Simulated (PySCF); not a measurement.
# C4H7BO: the cost of one run

The runs use PySCF 2.14.0, with density-fitted response routines of our own; the level of theory stands in each step. All values are computed, except where a source is named. Atoms are numbered from 0 throughout.

## Step 1: The starting structure

13 atoms, charge 0, multiplicity 1; geometry from: GFN2-xTB. The atoms were then displaced at random by about 0.01 Å, so the start is not that level's minimum.

Bonds of the start (Å): B0–C1 1.59, C1–O2 1.43, O2–C3 1.35, C3–C4 1.53, C4–C5 1.31, C5–C3 1.52, B0–H6 1.18, B0–H7 1.14, C1–H8 1.08, C1–H9 1.11, C3–H10 1.08, C4–H11 1.06, C5–H12 1.08.

## Step 2: Geometry optimisation at PBE0-D3(BJ)/def2-SVP

The job: settings as JSON, then the geometry in Å.

```
{"job": {"xc": "PBE0", "basis": "def2-SVP", "d3": "d3bj", "grid": 1, "shake": 0.01, "kind": "geom"}, "charge": 0, "multiplicity": 1}
B      2.471450    -0.321170     0.694200
C      1.029640    -0.540800     0.057700
O      0.254260     0.644250    -0.156660
C     -0.940820     0.405560    -0.733970
C     -2.131210    -0.055390     0.102240
C     -2.146920     1.202550    -0.269760
H      2.817760     0.777670     0.959080
H      3.138580    -1.225310     0.876850
H      1.139670    -1.065090    -0.882660
H      0.458760    -1.233070     0.709750
H     -0.904770     0.068340    -1.760440
H     -2.561850    -0.845540     0.666830
H     -2.618730     2.171110    -0.273480
```

Command:

```bash
> OMP_NUM_THREADS=1 python probes_run.py task.json out
```

The driver reads the jobs from task.json and runs them one after another.

Q: Estimate the wall time and peak memory of this first job on 1 thread of Arm Neoverse N1, shared host.

About 43 s, with a peak of 0.51 GiB.
